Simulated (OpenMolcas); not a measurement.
# WH2O4 (tungstic acid): mPW1PW91/def2-TZVP (RICD fitting, core potential)

What is the vertical electron affinity of WH2O4 (tungstic acid) at mPW1PW91/def2-TZVP (RICD fitting, core potential)? 

The results are computed with OpenMolcas 26.06.

### 1 Starting point

WH2O4 has 7 atoms, charge 0, and is taken as a singlet. As SMILES, `[O]=[W](=[O])([OH])[OH]`. The shape comes from GFN2-xTB, which is rough for such elements, and wasn't checked as a minimum. This is one conformer, not always the lowest.

Bond lengths: O1–W2 1.695 Å, W2–O3 1.695 Å, W2–O4 1.866 Å, W2–O5 1.867 Å, O4–H6 0.967 Å, O5–H7 0.967 Å. Angles: O1–W2–O3 110.5°, O1–W2–O4 109.1°, O1–W2–O5 109.3°, O3–W2–O4 109.5°, O3–W2–O5 109.2°, O4–W2–O5 109.3°, W2–O4–H6 163.0°, W2–O5–H7 162.7°.

### 2 A single-point energy at mPW1PW91/def2-TZVP (RICD fitting, core potential)

job.input reads:

```
* H2O4W Kohn-Sham DFT

&GATEWAY
  BASLIB
  $CurrDir
  COORD
  7
  angstrom
  O       -1.280840       1.491220      -0.016570
  W       -0.090170       0.319530       0.270320
  O        0.677540       0.603780       1.754420
  O       -0.886610      -1.367370       0.295490
  O        1.177580       0.381940      -1.098280
  H       -1.479270      -2.106820       0.486010
  H        1.881770       0.677710      -1.691390
  BASIS
  def2-TZVP
  GROUP
  NoSym
  RICD

&SEWARD
  GRIDINPUT
  Grid=Fine
  End of Grid

&SCF
  KSDFT
  HYB_GGA_XC_MPW1PW
  PRORBITALS
  0
```

The basis set def2-TZVP is read from a file made from the Basis Set Exchange's data (not shown).

Command:

```
export MOLCAS_MEM=1860
pymolcas job.input > job.log
```

Standard output:

```text
--- Start Module: gateway ---
[...]
--- Stop Module: gateway /rc=_RC_ALL_IS_WELL_ ---
--- Start Module: seward ---
[...]
      Basis functions          176
--- Stop Module: seward /rc=_RC_ALL_IS_WELL_ ---
[...]
--- Start Module: scf ---
[...]
       Convergence after  20 Iterations
[...]
::    Total KS-DFT energy                            -369.4677681456
[...]
      Total spin, S                                     0.0000000000
[...]
      Total electronic charge=   48.000000
      Total            charge=   -0.000000
[...]
      Dipole Moment (debye):
      Origin of the operator (angstrom)=   -0.0847    0.3004    0.2539
                   X=  7.6264E-01               Y= -2.7576E+00               Z= -2.3308E+00           Total=  3.6903E+00
      Quadrupole Moment (debye*angstrom):
[...]
--- Stop Module: scf /rc=_RC_ALL_IS_WELL_ ---
[...]
```

It took 37 s on 1 thread of Arm Neoverse V1, shared host; peak memory 0.17 GiB.

### 3 The doublet anion, same level

job.inp reads:

```
&GATEWAY
  BASLIB=$CurrDir
  COORD
  7
  angstrom
  O       -1.280840       1.491220      -0.016570
  W       -0.090170       0.319530       0.270320
  O        0.677540       0.603780       1.754420
  O       -0.886610      -1.367370       0.295490
  O        1.177580       0.381940      -1.098280
  H       -1.479270      -2.106820       0.486010
  H        1.881770       0.677710      -1.691390
  BASIS=def2-TZVP
  GROUP=NoSym
  RICD

&SEWARD
  GRIDINPUT
  Grid=Fine
  End of Grid

&SCF
  UHF
  CHARGE=-1
  SPIN=2
  KSDFT=HYB_GGA_XC_MPW1PW
  PRORBITALS=0
```

The basis set def2-TZVP is read from a file made from the Basis Set Exchange's data (not shown).

Command:

```
export MOLCAS_MEM=1860
pymolcas job.inp > job.log
```

Standard output:

```text
--- Start Module: gateway ---
[...]
--- Stop Module: gateway /rc=_RC_ALL_IS_WELL_ ---
--- Start Module: seward ---
[...]
      Basis functions          176
--- Stop Module: seward /rc=_RC_ALL_IS_WELL_ ---
[...]
--- Start Module: scf ---
[...]
       Convergence after  44 Iterations
[...]
::    Total KS-DFT energy                            -369.4370017996
[...]
      Total spin, S                                     0.5014971037
[...]
      Total electronic charge=   49.000000
      Total            charge=   -1.000000
[...]
      Dipole Moment (debye):
      Origin of the operator (angstrom)=   -0.0847    0.3004    0.2539
                   X=  6.9473E-01               Y= -2.5488E+00               Z= -2.1379E+00           Total=  3.3985E+00
      Center of Charge (angstrom)
[...]
--- Stop Module: scf /rc=_RC_ALL_IS_WELL_ ---
[...]
```

Wall time 2.1 min (1 thread of Arm Neoverse V1, shared host); peak memory 0.18 GiB.

### 4 Outcome

Level: mPW1PW91/def2-TZVP (RICD fitting, core potential).

| quantity | value |
| --- | --- |
| singlet WH2O4: total energy | -369.46777 Eh |
| singlet WH2O4: dipole moment | 3.69 D |
| singlet WH2O4: HOMO energy | -8.77 eV |
| singlet WH2O4: LUMO energy | -1.31 eV |
| singlet WH2O4: HOMO–LUMO gap | 7.46 eV |
| doublet anion: total energy | -369.43700 Eh |
| doublet anion: HOMO energy (highest over α and β) | 2.99 eV |
| doublet anion: LUMO energy (lowest over α and β) | 4.45 eV |
| doublet anion: ⟨S²⟩ | 0.753 |
| vertical electron affinity (to the doublet anion) | -0.837 eV |

What this shows: The anion lies 0.84 eV (19.3 kcal/mol) above the neutral: the electron isn't bound at this level, and such a value depends on the basis. Without diffuse functions anions come out too high. The HOMO (doublet anion) lies at positive energy, 2.99 eV; only total energies tell whether the electron is bound.
